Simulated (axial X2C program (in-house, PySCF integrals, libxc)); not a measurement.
# All-electron X2C curves of InS, part 2 of 2

Computed with an in-house X2C program for linear molecules on PySCF integrals; all-electron X2C, In dyall-cv3z, S dyall-av3z. Earlier steps stand in the parts before.

## (9) PBE0, 2c

State followed: Ω = 1/2 (excess of +ω over −ω: ω = 1/2). The scan is laid around 2.287 Å, a first estimate of the minimum, and this SCF restarts from the orbitals of the search.

Output at 2.287 Å:

```text
two-component X2C + atomic mean field  PBE0
basis functions 191  fitting functions 967  grid points 5080
iter        total energy     max residual
   1      -6276.986380401     1.49e+00
   2      -6277.328663356     5.11e-03
   3      -6277.328141406     5.09e-03
   4      -6277.329174632     1.51e-03
   5      -6277.329241975     6.62e-04
   6      -6277.329261841     6.78e-05
   7      -6277.329262072     2.65e-05
   8      -6277.329262092     1.70e-05
   9      -6277.329262102     5.87e-06
  10      -6277.329262104     2.25e-06
converged
one-electron -9000.12517167  Coulomb 2731.29199880  exact exchange -45.91272791  xc functional -140.65257037  nuclear repulsion 181.40574262  atomic mean-field constant -3.33653357
```

Along the bond, energies from the lowest point:

```
R (Å)  E (eV)  μ (D)  HOMO (eV)  LUMO (eV)  iterations
1.990  0.8680  -3.32      -6.94      -4.03          13
2.081  0.3390  -3.65      -7.05      -4.17          13
2.150  0.1244  -3.87      -6.93      -4.26          13
2.218  0.0216  -4.09      -6.81      -4.32          13
2.287  0.0000  -4.30      -6.69      -4.36          10
2.367  0.0459  -4.55      -6.56      -4.38          15
2.447  0.1426  -4.81      -6.44      -4.37          17
2.550  0.3102  -5.17      -6.28      -4.33          18
2.676  0.2589  -3.81      -6.27      -3.99          73
2.859  0.4847  -4.90      -5.91      -3.66          13
```

Dipoles are positive if S is the positive end.

Outer spinors at the reference distance:

```json
{"ω": "1/2", "occupied": "yes", "ε (eV)": "-22.70", "atomic character": "95% In d, 3% S s", "λ mixture": "70% σ, 30% π"}
{"ω": "-1/2", "occupied": "yes", "ε (eV)": "-22.59", "atomic character": "97% In d", "λ mixture": "52% σ, 48% π"}
{"ω": "-3/2", "occupied": "yes", "ε (eV)": "-22.52", "atomic character": "100% In d", "λ mixture": "84% δ, 16% π"}
{"ω": "3/2", "occupied": "yes", "ε (eV)": "-22.51", "atomic character": "100% In d", "λ mixture": "80% δ, 20% π"}
{"ω": "1/2", "occupied": "yes", "ε (eV)": "-21.86", "atomic character": "96% In d, 2% S s", "λ mixture": "70% π, 30% σ"}
{"ω": "-1/2", "occupied": "yes", "ε (eV)": "-21.81", "atomic character": "96% In d, 2% S s", "λ mixture": "52% π, 48% σ"}
{"ω": "5/2", "occupied": "yes", "ε (eV)": "-21.71", "atomic character": "100% In d", "λ mixture": "100% δ"}
{"ω": "3/2", "occupied": "yes", "ε (eV)": "-21.68", "atomic character": "99% In d", "λ mixture": "80% π, 20% δ"}
{"ω": "-5/2", "occupied": "yes", "ε (eV)": "-21.68", "atomic character": "100% In d", "λ mixture": "100% δ"}
{"ω": "-3/2", "occupied": "yes", "ε (eV)": "-21.62", "atomic character": "99% In d", "λ mixture": "84% π, 16% δ"}
{"ω": "1/2", "occupied": "yes", "ε (eV)": "-18.27", "atomic character": "72% S s, 12% In d, 8% In p", "λ mixture": "100% σ"}
{"ω": "-1/2", "occupied": "yes", "ε (eV)": "-17.55", "atomic character": "74% S s, 10% In d, 8% In p", "λ mixture": "100% σ"}
{"ω": "1/2", "occupied": "yes", "ε (eV)": "-10.66", "atomic character": "45% S p, 44% In s, 6% S s", "λ mixture": "100% σ"}
{"ω": "-1/2", "occupied": "yes", "ε (eV)": "-9.66", "atomic character": "49% In s, 38% S p, 7% S s", "λ mixture": "100% σ"}
{"ω": "1/2", "occupied": "yes", "ε (eV)": "-7.27", "atomic character": "38% S p, 34% In p, 22% In s", "λ mixture": "100% σ"}
{"ω": "-1/2", "occupied": "yes", "ε (eV)": "-6.95", "atomic character": "83% S p, 12% In p, 4% In d", "λ mixture": "100% π"}
{"ω": "3/2", "occupied": "yes", "ε (eV)": "-6.89", "atomic character": "84% S p, 11% In p, 4% In d", "λ mixture": "100% π"}
{"ω": "1/2", "occupied": "yes", "ε (eV)": "-6.76", "atomic character": "82% S p, 12% In p, 4% In d", "λ mixture": "100% π"}
{"ω": "-3/2", "occupied": "yes", "ε (eV)": "-6.69", "atomic character": "83% S p, 11% In p, 4% In d", "λ mixture": "100% π"}
{"ω": "-1/2", "occupied": "no", "ε (eV)": "-4.36", "atomic character": "41% S p, 34% In p, 18% In s", "λ mixture": "100% σ"}
{"ω": "-1/2", "occupied": "no", "ε (eV)": "-1.93", "atomic character": "71% In p, 10% S p, 9% S d", "λ mixture": "100% π"}
{"ω": "3/2", "occupied": "no", "ε (eV)": "-1.75", "atomic character": "72% In p, 9% S d, 9% S p", "λ mixture": "100% π"}
{"ω": "1/2", "occupied": "no", "ε (eV)": "-1.61", "atomic character": "72% In p, 11% S p, 10% S d", "λ mixture": "100% π"}
```

PBE0 fields in the half plane through the axis: z from -2.4 to 4.5 Å across, distance from the axis 0.15 to 2.25 Å upwards; In lies at z = 0 and S at z = 2.287 Å; the ELF is damped to zero where the density is low.

log10 density (e/bohr³). Ten even steps from ' ' (-4.44 ) to '@' (1.81 ):
```
    ........::::::::::::::::::::::::::....      
  ....::::::::::::::::::::::------::::::....    
....::::::----------------------------::::....  
..::::::----==========--============------::....
..::::----====++++==========++++++======--::::..
::::----====++******++====++++++++++++==----::..
::::--====++**######**++++++++****++++====--::..
::::--====++**%%@@%%**++++++**%%%%**++++==--::..
```

ELF. Ten even steps from ' ' (0.00 ) to '@' (0.89 ):
```
      ..::::::::............::::::::..          
    ::==++++++==--::....::--==++++==--::..      
  ::**####**++==----::::--++**######**==::      
::**%%%%%%**==----::::--==**%%%%@@%%##**--..    
==%%@@@@##++--::::::::::++##@@@@@@@@@@##++::    
##@@@@%%**----==++==::::++%%@@@@@@@@@@%%**--..  
%%@@@@%%++--++%%%%%%==::++%%++    --@@%%**--..  
%%@@@@%%==--##--%%--##::==##  @@@@..##%%**==..  
```

No constants are quoted: the dipole of the solution doesn't run smoothly along the scan, a sign that its character may change, so the fit is set aside.

## (10) HF, 2c

Output at 2.287 Å:

```text
two-component X2C + atomic mean field  HF
basis functions 191  fitting functions 967  grid points 5080
iter        total energy     max residual
   1      -6274.414875467     1.94e-01
   2      -6274.443455603     4.60e-03
   3      -6274.444839169     1.85e-03
   4      -6274.445132081     1.60e-03
   5      -6274.445209388     9.06e-04
   6      -6274.445263330     4.36e-04
   7      -6274.445281629     3.15e-04
   8      -6274.445294953     1.77e-04
   9      -6274.445302056     8.09e-05
  10      -6274.445303958     8.11e-05
  11      -6274.445304569     7.98e-05
  12      -6274.445305218     7.89e-05
  13      -6274.445306490     7.72e-05
  14      -6274.445311378     7.15e-05
  15      -6274.445322953     5.94e-05
  16      -6274.445329012     5.27e-05
  17      -6274.445341022     3.76e-05
  18      -6274.445340123     3.67e-05
  19      -6274.445347671     1.06e-04
  20      -6274.445347625     1.13e-04
  21      -6274.445349843     1.21e-04
  22      -6274.445350604     7.96e-05
  23      -6274.445352998     1.78e-04
  24      -6274.445353876     1.58e-04
  25      -6274.445354318     7.91e-05
  26      -6274.445354481     2.61e-05
  27      -6274.445354534     2.46e-05
  28      -6274.445354574     2.87e-05
  29      -6274.445354600     3.24e-05
  30      -6274.445354640     3.57e-05
  31      -6274.445354710     3.87e-05
  32      -6274.445354850     4.99e-05
  33      -6274.445355111     7.49e-05
  34      -6274.445355510     8.60e-05
  35      -6274.445355924     6.97e-05
  36      -6274.445356155     4.35e-05
  37      -6274.445356218     3.31e-05
  38      -6274.445356241     2.23e-05
  39      -6274.445356254     1.17e-05
  40      -6274.445356258     5.42e-06
  41      -6274.445356260     3.29e-06
  42      -6274.445356260     1.22e-06
converged
one-electron -8999.34331004  Coulomb 2730.60244024  exact exchange -183.77369550  xc functional 0.00000000  nuclear repulsion 181.40574262  atomic mean-field constant -3.33653357
```

No constants are quoted: the dipole of the solution doesn't run smoothly along the scan, a sign that its character may change, so the fit is set aside.

## (11) BHandHLYP, 2c

The SCF at the reference distance of 2.287 Å:

```text
two-component X2C + atomic mean field  BHandHLYP
basis functions 191  fitting functions 967  grid points 5080
iter        total energy     max residual
   1      -6277.785182346     7.13e-02
   2      -6277.787443025     2.40e-03
   3      -6277.787473186     1.97e-03
   4      -6277.787605822     9.92e-04
   5      -6277.787633731     3.40e-04
   6      -6277.787644545     1.87e-04
   7      -6277.787648229     6.29e-05
   8      -6277.787648745     1.55e-05
   9      -6277.787648800     1.19e-05
  10      -6277.787648817     1.14e-05
  11      -6277.787648846     1.03e-05
  12      -6277.787648887     8.39e-06
  13      -6277.787648940     5.03e-06
  14      -6277.787648971     1.11e-06
  15      -6277.787648972     3.91e-07
converged
one-electron -9000.19544761  Coulomb 2731.39751571  exact exchange -91.84960150  xc functional -95.20932462  nuclear repulsion 181.40574262  atomic mean-field constant -3.33653357
```

Re = 2.303 Å, ωe = 345 cm⁻¹, ωexe = 1.81 cm⁻¹, Be = 0.1271 cm⁻¹, De = 2.63 eV, μ = -4.46 D.

## (12) Correlated methods, 2c

Correlated methods: 19 electrons correlated (frozen shells, counted by type: In 4 s, 3 p, 1 d; S 2 s, 1 p), 259 virtual spinors in MP2, 110 natural virtuals in coupled cluster.

Output of the correlated part at 2.287 Å:

```text
correlated 19  virtual 259  natural virtual 110  E(MP2) -0.656584375  MP2 remainder -0.052456823
iter   CCSD correlation   residual
   1     -0.572777509   1.49e-01
   2     -0.586277247   6.16e-02
   3     -0.589922868   2.72e-02
   4     -0.589806705   1.21e-02
   5     -0.589979892   6.42e-03
   6     -0.590044286   4.13e-03
   7     -0.590045065   3.22e-03
   8     -0.590120113   2.58e-03
   9     -0.590085285   2.00e-03
  10     -0.590147014   1.21e-03
  11     -0.590139914   5.34e-04
  12     -0.590147987   2.23e-04
  13     -0.590149912   9.89e-05
  14     -0.590150290   4.38e-05
  15     -0.590150679   1.66e-05
  16     -0.590151037   7.19e-06
  17     -0.590151076   3.38e-06
  18     -0.590151125   1.61e-06
  19     -0.590151112   7.21e-07
(T) -0.021678258  T1 0.0340  D1 0.0919  max T2 0.060
```

MP2: No constants are quoted: the dipole of the HF reference doesn't run smoothly along the scan, a sign that its character may change, so the fit is set aside.

CCSD: No constants are quoted: the lowest point is the long end of the scan.

CCSD(T): No constants are quoted: the dipole of the HF reference doesn't run smoothly along the scan, a sign that its character may change, so the fit is set aside.

## (13) A higher determinant, 2c

State: Ω = 3/2 (excess of +ω over −ω: ω = 3/2).

Output at the reference distance:

```text
two-component X2C + atomic mean field  PBE0
basis functions 191  fitting functions 967  grid points 5080
iter        total energy     max residual
   1      -6276.956448615     1.55e+00
   2      -6277.314681389     5.36e-03
   3      -6277.314774015     4.55e-03
   4      -6277.315187951     2.97e-04
   5      -6277.315190210     1.30e-04
   6      -6277.315190736     3.22e-05
   7      -6277.315190749     4.01e-06
   8      -6277.315190749     2.51e-06
converged
one-electron -9001.08769024  Coulomb 2732.28865414  exact exchange -45.92170891  xc functional -140.66365478  nuclear repulsion 181.40574262  atomic mean-field constant -3.33653357
```

```
R (Å)  E above the lowest PBE0 point (eV)
1.990                               2.333
2.081                               1.427
2.150                               0.953
2.218                               0.615
2.287                               0.383
2.367                               0.216
2.447                               0.135
2.550                               0.123
2.676                               0.204
```

No constants are quoted: too few points lie around the minimum for a second fit to confirm the first.

## (14) The 2c curves together

Energy (eV) of the followed determinant, 2c, from each level's lowest point:

| R (Å) | PBE0 (dipole not smooth) | HF (dipole not smooth) | MP2 (HF's dipole not smooth) | CCSD (HF's dipole not smooth) | CCSD(T) (HF's dipole not smooth) | BHandHLYP |
| --- | --- | --- | --- | --- | --- | --- |
| 1.990 | 0.868 | 1.274 | 0.794 | n/a | n/a | 0.956 |
| 2.081 | 0.339 | 0.700 | 0.277 | 0.434 | 0.375 | 0.402 |
| 2.150 | 0.124 | 0.453 | 0.078 | 0.199 | 0.142 | 0.168 |
| 2.218 | 0.022 | 0.312 | 0.000 | 0.075 | 0.025 | 0.044 |
| 2.287 | 0.000 | 0.242 | 0.032 | 0.039 | 0.000 | 0.000 |
| 2.367 | 0.046 | 0.115 | 0.280 | 0.125 | 0.157 | 0.018 |
| 2.447 | 0.143 | 0.030 | 0.145 | 0.033 | 0.076 | 0.088 |
| 2.550 | 0.310 | 0.000 | 0.114 | 0.000 | 0.048 | 0.223 |
| 2.676 | 0.259 | 0.067 | 0.198 | n/a | n/a | 0.427 |
| 2.859 | 0.485 | 0.282 | 0.432 | n/a | n/a | 0.754 |

The whole job took 13 min on 1 thread of Arm Neoverse N1, shared host; peak memory 1.7 GiB.

## (15) Constants

This closing draws on all 2 parts.

Lowest determinant that the search found at its distance, spin-free: M_S = 1/2, Λ = 0 (beyond closed shells: σα).

Lowest determinant that the search found at its distance, 2c: Ω = 1/2 (excess of +ω over −ω: ω = 1/2).

| Hamiltonian | level | Re (Å) | ωe (cm⁻¹) | De (eV) | μ (D) |
| --- | --- | --- | --- | --- | --- |
| spin-free | PBE0 | 2.275 | 374 | 3.24 | -4.27 |
| spin-free | HF | 2.352 | 294.2 | 1.60 | -4.84 |
| spin-free | MP2 | 2.246 | 400 | 3.14 | n/a |
| spin-free | CCSD | 2.299 | 352 | 2.99 | n/a |
| spin-free | CCSD(T) | 2.287 | 367 | 3.05 | n/a |
| spin-free | BHandHLYP | 2.303 | 344 | 2.85 | -4.47 |
| 2c | BHandHLYP | 2.303 | 345 | 2.63 | -4.46 |

Dipoles are positive if S is the positive end. No constants: 2c PBE0 (the dipole of the solution doesn't run smoothly along the scan, a sign that its character may change, so the fit is set aside); 2c HF (the dipole of the solution doesn't run smoothly along the scan, a sign that its character may change, so the fit is set aside); 2c MP2 (the dipole of the HF reference doesn't run smoothly along the scan, a sign that its character may change, so the fit is set aside); 2c CCSD (the lowest point is the long end of the scan); 2c CCSD(T) (the dipole of the HF reference doesn't run smoothly along the scan, a sign that its character may change, so the fit is set aside).

Time per point (s) on 1 thread of Arm Neoverse N1, shared host (2c runs); the times are rough: BHandHLYP 1.7.

At BHandHLYP, going from spin-free to two-component changes Re by 0 mÅ, ωe by +0.2 %, which is small (part of it comes from the scalar share of the two-electron terms). It costs about 1.8 times the time. De moves by -0.21 eV; both De rest on single-determinant atoms, which can miss part of an open shell's spin–orbit lowering. At CCSD the two-component curve has its lowest point over 0.2 Å from the spin-free one, so it has likely passed to another state.

De refers to In + S, each in the lowest determinant found, which need not be this curve's own limit. Each curve is one determinant whose occupation by symmetry is held fixed; it was picked as the lowest of a PBE0 search that is not exhaustive. De is counted from the lowest determinant-based energies of the atoms at the same level, without counterpoise correction. Density functionals use the spin component along the axis (collinear). CCSD and (T) use frozen natural virtuals with an MP2 correction for the truncation.
